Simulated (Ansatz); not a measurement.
**InH3 (SMILES [H][In]([H])[H]) at 6 levels**

Wanted: a comparison of 6 runs (UHF/STO-3G, B3LYP/STO-3G, CAM-B3LYP/STO-3G, wB97M-V/STO-3G, RPA@PBE/STO-3G, MP2/STO-3G) of InH3. 

The calculation is run with Ansatz 0.2.0.

27 further runs of the same task are left out: 1 that didn't finish, 26 set aside as unsound or not needed.

## 1. The molecule

The species is InH3 (4 atoms), meant as a singlet with charge 0. As SMILES, `[H][In]([H])[H]`. The H2–In1 distance was set to 4.296 Å, away from the relaxed value. At this shape a bond of the SMILES string is far longer than usual.

Bond lengths: In1–H3 1.719 Å, In1–H4 1.718 Å. Angles: H3–In1–H4 119.9°.

## 2. The energy at UHF/STO-3G (run 1)

The input, job.yaml:

```yaml
crystal:
  periodic: [false, false, false]
  atoms:
    - {symbol: In, position_ang: [-2.576794, 0.039835, -0.021615]}
    - {symbol: H, position_ang: [1.718930, -0.027790, 0.013510]}
    - {symbol: H, position_ang: [-3.411944, 1.541975, -0.038855]}
    - {symbol: H, position_ang: [-3.462494, -1.432305, -0.016265]}
basis:
  gaussian: {orbitals: STO-3G}
magnetization: {spin_polarized: true, initial_magnetization: 0}
hamiltonian: {xc: hf}
accuracy: high
```

The run is started by

```bash
$ ansatz run job.yaml --threads 1 --pin off --max-ram 2610MiB --events-out events.jsonl --progress --plain --runs-dir runs
```

Output:

```text
Warning: RAYON_NUM_THREADS=1 ignored (pool sized by the plan → 1); use --threads N
Functional definition: HF
  name "HF"
  exchange = exact_x
  correlation = 0
516 factors; integrals over basis functions are off by at most 4.5e-9 eV
mean field evaluation 1: about -154672.2069 eV, gradient 5.6e0 eV
mean field evaluation 2: about -154672.2073 eV, gradient 5.6e0 eV
mean field evaluation 4: about -154672.9371 eV, gradient 4.7e0 eV
mean field evaluation 8: about -154674.1184 eV, gradient 5.9e0 eV
mean field evaluation 16: about -154681.2402 eV, gradient 1.9e-2 eV
mean field evaluation 32: about -154681.2397 eV, gradient 8.4e-7 eV
mean field -154681.23973910 eV, -5684.4307137020 hartree, gradient 6.8e-9 eV, S^2 0.999672; 1 other end points of the search recorded, 0 dependent functions left out
reference -154681.23973910 eV, -5684.4307137020 hartree; 26, 26 occupied and 4, 4 virtual orbitals, 516 factors
Total energy: -154681.23973910 eV, -5684.4307137020 hartree
```

It took 0.43 s on 1 thread of AMD EPYC 9R45 (Zen 5), shared host.

## 3. The energy at B3LYP/STO-3G (run 2)

The input, input.yaml:

```yaml
basis:
  gaussian:
    orbitals: STO-3G
crystal:
  periodic: [false, false, false]
  atoms:
    - {symbol: In, position_ang: [-2.576794, 0.039835, -0.021615]}
    - {symbol: H, position_ang: [1.718930, -0.027790, 0.013510]}
    - {symbol: H, position_ang: [-3.411944, 1.541975, -0.038855]}
    - {symbol: H, position_ang: [-3.462494, -1.432305, -0.016265]}
hamiltonian:
  xc: {name: B3LYP}
accuracy: high
```

The run is started by

```bash
$ ansatz run input.yaml --threads 1 --pin off --max-ram 2610MiB --events-out events.jsonl --progress --plain --runs-dir runs
```

Output:

```text
Warning: RAYON_NUM_THREADS=1 ignored (pool sized by the plan → 1); use --threads N
Functional definition: B3LYP
  name "B3LYP"
  parameter a0 = 0.2
  parameter ax = 0.72
  parameter ac = 0.81
  exchange = (1 - a0 - ax)*slater_x + ax*b88_x + a0*exact_x
  correlation = (1 - ac)*vwn_rpa_c + ac*lyp_c
516 factors; integrals over basis functions are off by at most 4.5e-9 eV
mean field evaluation 1: about -154725.9309 eV, gradient 1.9e1 eV
mean field evaluation 2: about -154721.2628 eV, gradient 1.5e1 eV
mean field evaluation 4: about -154722.5199 eV, gradient 8.0e0 eV
mean field evaluation 8: about -154722.3284 eV, gradient 7.2e0 eV
mean field evaluation 16: about -154733.8425 eV, gradient 1.3e-5 eV
mean field -154733.84254013 eV, -5686.3638309841 hartree, gradient 1.0e-8 eV, S^2 0.000000; 0 other end points of the search recorded, 0 dependent functions left out
reference -154733.84257043 eV, -5686.3638320978 hartree; 26, 26 occupied and 4, 4 virtual orbitals, 516 factors
Total energy: -154733.84257043 eV, -5686.3638320978 hartree
```

Run time: 0.68 s. Hardware: 1 thread of AMD EPYC 9R45 (Zen 5), shared host; peak memory 0.12 GiB.

Runs 3 to 5 aren't shown in full; the table further down has their settings and results.

## 4. A single-point energy at MP2/STO-3G (run 6)

The input, in.yaml:

```yaml
crystal:
  periodic: [false, false, false]
  atoms:
    - symbol: In
      position_ang: [-2.576794, 0.039835, -0.021615]
    - symbol: H
      position_ang: [1.718930, -0.027790, 0.013510]
    - symbol: H
      position_ang: [-3.411944, 1.541975, -0.038855]
    - symbol: H
      position_ang: [-3.462494, -1.432305, -0.016265]
basis:
  gaussian:
    orbitals: STO-3G
correlation:
  method: mp2
  frozen_orbitals: {H: 0, In: 18}
accuracy: high
```

The run is started by

```bash
$ ansatz run in.yaml --threads 1 --pin off --max-ram 2610MiB --events-out events.jsonl --progress --plain --runs-dir runs
```

Output, shortened:

```text
Warning: RAYON_NUM_THREADS=1 ignored (pool sized by the plan → 1); use --threads N
[... 2 set-up lines as earlier in the session ...]
[...]
516 factors; integrals over basis functions are off by at most 4.5e-9 eV
[...]
mean field -154676.07921125 eV, -5684.2410678014 hartree, gradient 3.1e-8 eV, S^2 0.000000; 1 other end points of the search recorded, 0 dependent functions left out; unrestricted orbitals would lower it
unrestricted determinant -154681.23973910 eV, -5684.4307137019 hartree, S^2 0.9997
18 core orbitals not correlated: weight in the atoms' cores, before any rotation towards them, 1.000 or more for the frozen orbitals, at most 0.000 for the correlated occupied ones
reference -154676.07921125 eV, -5684.2410678014 hartree; 8, 8 occupied and 4, 4 virtual orbitals, 516 factors
second order -4.25791716 eV of doubles, -0.00000000 eV of singles
WARN: the method's energy lies above the unrestricted determinant's, so it is not that of the lowest state
Total energy: -154680.33712842 eV, -5684.3975433711 hartree
```

Wall time 0.36 s (1 thread of AMD EPYC 9R45 (Zen 5), shared host).

## 5. All runs side by side

| run | level | frozen core orbitals | energy (Eh) | wall time |
| --- | --- | --- | --- | --- |
| 1 | UHF/STO-3G | – | -5684.430714 | 0.43 s |
| 2 | B3LYP/STO-3G | – | -5686.363832 | 0.68 s |
| 3 | CAM-B3LYP/STO-3G | – | -5686.504834 | 0.72 s |
| 4 | wB97M-V/STO-3G | – | -5686.426305 | 4.2 s |
| 5 | RPA@PBE/STO-3G | 18 | -5684.461520 | 1.1 s |
| 6 | MP2/STO-3G | 18 | -5684.397543 | 0.36 s |

## 6. Summary of results

| quantity | value |
| --- | --- |
| run 6: total energy | -5684.39754 Eh |
| run 6: correlation energy (18 core orbitals frozen) | -156.5 mEh |

In words: Totals of different functionals can't be ranked against each other. In runs 5, 6 the log says that unrestricted orbitals would lower the reference, so the values rest on an unstable closed-shell determinant (other closed-shell runs at this shape may share the fault). In runs 1, 2, 3, 4, 5, 6 the basis is minimal, so the values are rough. In runs 1, 2, 3, 4, 5, 6 relativity is left out where basis or elements ask for it. Spin contamination of the reference: run 1 ⟨S²⟩ = 1.00. Where it is this large, the reference is a mixture of spin states, and values that rest on it are in doubt. All runs together took 7.5 s, the longest 4.2 s.
